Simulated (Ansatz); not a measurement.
# NbSi24C23: the cost of one run

Method: DFT, PBE, plane-wave PAW, default files, scalar-relativistic, as far as a step names no other, in Ansatz 0.2.0.

### 1 The structure to begin with

The structure is triclinic, space group P1 (No. 1). The conventional cell has a = 6.152 Å, b = 8.138 Å, c = 10.096 Å, α = 90.00°, β = 90.00°, γ = 100.89°. Si (site symmetry 1) has 3 C at 1.87 Å and 1 Nb at 1.94 Å as nearest neighbours. Si (site symmetry 1) has 4 C at 1.87 to 1.94 Å as nearest neighbours. Only part of the 48 independent sites is listed.

Coordinates:

```cif
data_structure
_symmetry_space_group_name_H-M 'P 1'
_symmetry_Int_Tables_number 1
_cell_length_a 6.1520
_cell_length_b 9.2280
_cell_length_c 10.0960
_cell_angle_alpha 90.000
_cell_angle_beta 90.000
_cell_angle_gamma 120.000
_cell_volume 496.37
loop_
_atom_site_label
_atom_site_type_symbol
_atom_site_fract_x
_atom_site_fract_y
_atom_site_fract_z
_atom_site_occupancy
Si1 Si 0.16667 0.22222 0.00000 1
Si2 Si 0.16667 0.22222 0.50000 1
Si3 Si 0.16667 0.55556 0.00000 1
Si4 Si 0.16667 0.55556 0.50000 1
Si5 Si 0.16667 0.88889 0.00000 1
Si6 Si 0.16667 0.88889 0.50000 1
Si7 Si 0.66667 0.22222 0.00000 1
Si8 Si 0.66667 0.22222 0.50000 1
Si9 Si 0.66667 0.55556 0.00000 1
Si10 Si 0.66667 0.55556 0.50000 1
Si11 Si 0.66667 0.88889 0.00000 1
Si12 Si 0.66667 0.88889 0.50000 1
Si13 Si 0.33333 0.11111 0.25000 1
Si14 Si 0.33333 0.11111 0.75000 1
Si15 Si 0.33333 0.44444 0.25000 1
Si16 Si 0.33333 0.44444 0.75000 1
Si17 Si 0.33333 0.77778 0.25000 1
Si18 Si 0.33333 0.77778 0.75000 1
Si19 Si 0.83333 0.11111 0.25000 1
Si20 Si 0.83333 0.11111 0.75000 1
Si21 Si 0.83333 0.44444 0.25000 1
Si22 Si 0.83333 0.44444 0.75000 1
Si23 Si 0.83333 0.77778 0.25000 1
Si24 Si 0.83333 0.77778 0.75000 1
Nb1 Nb 0.16667 0.22222 0.19250 1
C1 C 0.16667 0.22222 0.69250 1
C2 C 0.16667 0.55556 0.19250 1
C3 C 0.16667 0.55556 0.69250 1
C4 C 0.16667 0.88889 0.19250 1
C5 C 0.16667 0.88889 0.69250 1
C6 C 0.66667 0.22222 0.19250 1
C7 C 0.66667 0.22222 0.69250 1
C8 C 0.66667 0.55556 0.19250 1
C9 C 0.66667 0.55556 0.69250 1
C10 C 0.66667 0.88889 0.19250 1
C11 C 0.66667 0.88889 0.69250 1
C12 C 0.33333 0.11111 0.44250 1
C13 C 0.33333 0.11111 0.94250 1
C14 C 0.33333 0.44444 0.44250 1
C15 C 0.33333 0.44444 0.94250 1
C16 C 0.33333 0.77778 0.44250 1
C17 C 0.33333 0.77778 0.94250 1
C18 C 0.83333 0.11111 0.44250 1
C19 C 0.83333 0.11111 0.94250 1
C20 C 0.83333 0.44444 0.44250 1
C21 C 0.83333 0.44444 0.94250 1
C22 C 0.83333 0.77778 0.44250 1
C23 C 0.83333 0.77778 0.94250 1
```

Atom 25 of the input is the impurity.

### 2 Single point at the given positions

input.yaml reads:

```yaml
crystal:
  lattice:
    - [6.152, 0.0, 0.0]
    - [-4.614, 7.991682426, 0.0]
    - [0.0, 0.0, 10.096]
  atoms:
    - { symbol: Si, position: [0.1666666666, 0.2222222222, 0.0] }
    - { symbol: Si, position: [0.1666666666, 0.2222222222, 0.5] }
    - { symbol: Si, position: [0.1666666666, 0.5555555556, 0.0] }
    - { symbol: Si, position: [0.1666666666, 0.5555555556, 0.5] }
    - { symbol: Si, position: [0.1666666666, 0.8888888889, 0.0] }
    - { symbol: Si, position: [0.1666666666, 0.8888888889, 0.5] }
    - { symbol: Si, position: [0.6666666666, 0.2222222222, 0.0] }
    - { symbol: Si, position: [0.6666666666, 0.2222222222, 0.5] }
    - { symbol: Si, position: [0.6666666666, 0.5555555556, 0.0] }
    - { symbol: Si, position: [0.6666666666, 0.5555555556, 0.5] }
    - { symbol: Si, position: [0.6666666666, 0.8888888889, 0.0] }
    - { symbol: Si, position: [0.6666666666, 0.8888888889, 0.5] }
    - { symbol: Si, position: [0.3333333334, 0.1111111111, 0.25] }
    - { symbol: Si, position: [0.3333333334, 0.1111111111, 0.75] }
    - { symbol: Si, position: [0.3333333334, 0.4444444444, 0.25] }
    - { symbol: Si, position: [0.3333333334, 0.4444444444, 0.75] }
    - { symbol: Si, position: [0.3333333334, 0.7777777778, 0.25] }
    - { symbol: Si, position: [0.3333333334, 0.7777777778, 0.75] }
    - { symbol: Si, position: [0.8333333334, 0.1111111111, 0.25] }
    - { symbol: Si, position: [0.8333333334, 0.1111111111, 0.75] }
    - { symbol: Si, position: [0.8333333334, 0.4444444444, 0.25] }
    - { symbol: Si, position: [0.8333333334, 0.4444444444, 0.75] }
    - { symbol: Si, position: [0.8333333334, 0.7777777778, 0.25] }
    - { symbol: Si, position: [0.8333333334, 0.7777777778, 0.75] }
    - { symbol: Nb, position: [0.1666666666, 0.2222222222, 0.1925] }
    - { symbol: C, position: [0.1666666666, 0.2222222222, 0.6925] }
    - { symbol: C, position: [0.1666666666, 0.5555555556, 0.1925] }
    - { symbol: C, position: [0.1666666666, 0.5555555556, 0.6925] }
    - { symbol: C, position: [0.1666666666, 0.8888888889, 0.1925] }
    - { symbol: C, position: [0.1666666666, 0.8888888889, 0.6925] }
    - { symbol: C, position: [0.6666666666, 0.2222222222, 0.1925] }
    - { symbol: C, position: [0.6666666666, 0.2222222222, 0.6925] }
    - { symbol: C, position: [0.6666666666, 0.5555555556, 0.1925] }
    - { symbol: C, position: [0.6666666666, 0.5555555556, 0.6925] }
    - { symbol: C, position: [0.6666666666, 0.8888888889, 0.1925] }
    - { symbol: C, position: [0.6666666666, 0.8888888889, 0.6925] }
    - { symbol: C, position: [0.3333333334, 0.1111111111, 0.4425] }
    - { symbol: C, position: [0.3333333334, 0.1111111111, 0.9425] }
    - { symbol: C, position: [0.3333333334, 0.4444444444, 0.4425] }
    - { symbol: C, position: [0.3333333334, 0.4444444444, 0.9425] }
    - { symbol: C, position: [0.3333333334, 0.7777777778, 0.4425] }
    - { symbol: C, position: [0.3333333334, 0.7777777778, 0.9425] }
    - { symbol: C, position: [0.8333333334, 0.1111111111, 0.4425] }
    - { symbol: C, position: [0.8333333334, 0.1111111111, 0.9425] }
    - { symbol: C, position: [0.8333333334, 0.4444444444, 0.4425] }
    - { symbol: C, position: [0.8333333334, 0.4444444444, 0.9425] }
    - { symbol: C, position: [0.8333333334, 0.7777777778, 0.4425] }
    - { symbol: C, position: [0.8333333334, 0.7777777778, 0.9425] }
total_charge: 1
kpoints:
  mp_grid: { grid: [4, 3, 2] }
scf:
  occupations: { method: fermi_dirac, width: 0.01 }
hamiltonian:
  xc: pbe
  pseudopotentials: { kind: paw }
output:
  forces: true
  stress: true
  populations: true
  efg: { quadrupole_moments_barn: { Nb: -0.32 }, contact_densities: true }
```

Started as:

```sh
$ ansatz run input.yaml --threads 1 --pin off --max-ram 3072MiB --backend cpu --events-out ev --progress --plain --runs-dir out
```

**Question.** How long does this run take on 1 thread of Arm Neoverse V1, shared host, and how much memory does it need?

About 3.3 min, with a peak of 1.3 GiB.
